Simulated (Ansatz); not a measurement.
**CH4ClNOSi: a ladder of functionals and wavefunction methods**

How much do the methods differ for CH4ClNOSi? The plan is to run it at one geometry with functionals of several rungs and with coupled cluster. The yardstick is the atomisation energy at the CCSD(T) limit.

Computed with Ansatz 0.2.0, Gaussian basis. Level: functionals in def2-TZVPP, the program's frozen cores in correlated methods.

The runs, in order: LDA (SPW92), PBE-D4, revPBE-D4, BLYP-D4, r2SCAN-D4, B97M-V, PBE0-D4, B3LYP-D4, r2SCANh-D4, r2SCAN0-D4, HSE06-D4, BHLYP-D4, CAM-B3LYP-D4, LC-ωPBE, ωB97X-V, ωB97M-V, B2PLYP, PBE-QIDH; CCSD(T)/def2-SVP; CCSD(T)/def2-TZVPP; MP2/def2-QZVPP; extrapolation to the limit; RPA on PBE.

### 1 Structure used throughout

An earlier PBE0-D4 in a triple-zeta def2 set relaxation fixed the geometry.

SMILES `N=C(Cl)[SiH2]O`, 9 atoms, charge 0, spin multiplicity 1.

Atoms are counted from 1 here; the program's logs count them from 0.

Bond lengths: N1–C2 1.252 Å, N1–H6 1.020 Å, C2–Cl3 1.768 Å, C2–Si4 1.896 Å, Si4–O5 1.635 Å, Si4–H7 1.482 Å, Si4–H8 1.482 Å, O5–H9 0.964 Å. Angles: C2–N1–H6 115.0°, N1–C2–Cl3 123.8°, N1–C2–Si4 119.8°, Cl3–C2–Si4 116.4°, C2–Si4–O5 105.5°, C2–Si4–H7 108.4°, C2–Si4–H8 108.4°, O5–Si4–H7 112.2°, O5–Si4–H8 112.2°, H7–Si4–H8 109.9°, Si4–O5–H9 113.2°.

### 2 LDA

This LDA is Slater exchange with PW92 correlation.

in.yaml

```yaml
crystal:
  periodic: [false, false, false]
  atoms:
    - {symbol: N, position_ang: [-1.007744, 0.269949, 1.263262]}
    - {symbol: C, position_ang: [0.059083, 0.565362, 0.679223]}
    - {symbol: Cl, position_ang: [1.180836, 1.806884, 1.248742]}
    - {symbol: Si, position_ang: [0.545684, -0.342082, -0.912297]}
    - {symbol: O, position_ang: [-0.657766, -1.412439, -1.191397]}
    - {symbol: H, position_ang: [-1.196573, 0.803632, 2.111808]}
    - {symbol: H, position_ang: [1.848867, -1.011412, -0.689714]}
    - {symbol: H, position_ang: [0.670092, 0.655656, -2.000808]}
    - {symbol: H, position_ang: [-1.353979, -1.381850, -0.525918]}
basis:
  gaussian: {orbitals: def2-TZVPP}
hamiltonian: {xc: lda}
output: {orbitals: {seedname: orbitals}}
```

Started as:

```console
$ ansatz run in.yaml --threads 4 --pin off --events-out ev --progress --plain --max-ram 10444MiB
```

After this run come: PBE-D4 (GGA); revPBE-D4 (GGA); BLYP-D4 (GGA); r2SCAN-D4 (meta-GGA); B97M-V (meta-GGA); B3LYP-D4 (hybrid); r2SCANh-D4 (hybrid); r2SCAN0-D4 (hybrid); HSE06-D4 (hybrid); BHLYP-D4 (hybrid); CAM-B3LYP-D4 (range-separated); LC-ωPBE (range-separated); ωB97X-V (range-separated); ωB97M-V (range-separated); B2PLYP (double hybrid); PBE-QIDH (double hybrid); CCSD(T) in def2-SVP; CCSD(T) in def2-TZVPP; MP2 in def2-QZVPP; RPA on PBE orbitals.

**Question.** What will the summary of the whole plan be? Wanted: atomisation energy, CCSD(T)/CBS; farthest beyond LDA; mean size of error, GGA; mean size of error, meta-GGA; mean size of error, hybrid; mean size of error, range-separated; mean size of error, double hybrid; gap, smallest and largest; T1 diagnostic.

**Answer**, as computed:

```
                               quantity                                                                                      value
        atomisation energy, CCSD(T)/CBS                                                                                  33.700 eV
    functionals within 0.168 eV (0.5 %)  revPBE-D4, r2SCAN-D4, B97M-V, PBE0-D4, B3LYP-D4, HSE06-D4, CAM-B3LYP-D4, ωB97X-V, ωB97M-V
                    farthest beyond LDA                                                                       BHLYP-D4 (-1.462 eV)
                mean size of error, GGA                                                                                   0.388 eV
           mean size of error, meta-GGA                                                                                   0.036 eV
             mean size of error, hybrid                                                                                   0.468 eV
    mean size of error, range-separated                                                                                   0.158 eV
      mean size of error, double hybrid                                                                                   0.457 eV
              gap, smallest and largest                                                  4.66 eV (LDA (SPW92)), 12.24 eV (LC-ωPBE)
                          T1 diagnostic                                                                                     0.0130
triples share of the correlation energy                                                                                      4.2 %
```

LDA overbinds by 5.522 eV (16 %). PBE-D4 misses by +0.926 eV. Double hybrids carry the basis error of their MP2 part in triple zeta, and no dispersion term here, so their miss is partly the set-up's. The rungs meta-GGA, range-separated miss on average by less than the doubt on the reference (0.168 eV), so they tie. Misses under about 0.168 eV are within the doubt on the reference itself, which lacks core-valence correlation, relativity and higher excitations. Hartree-Fock recovers 67 % of the binding; the rest is correlation. CCSD(T) in def2-SVP is off by -2.707 eV, so the small basis spoils what the method gains. The gap grows from 4.7 to 12.2 eV across the functionals, mostly with the share of exact exchange.
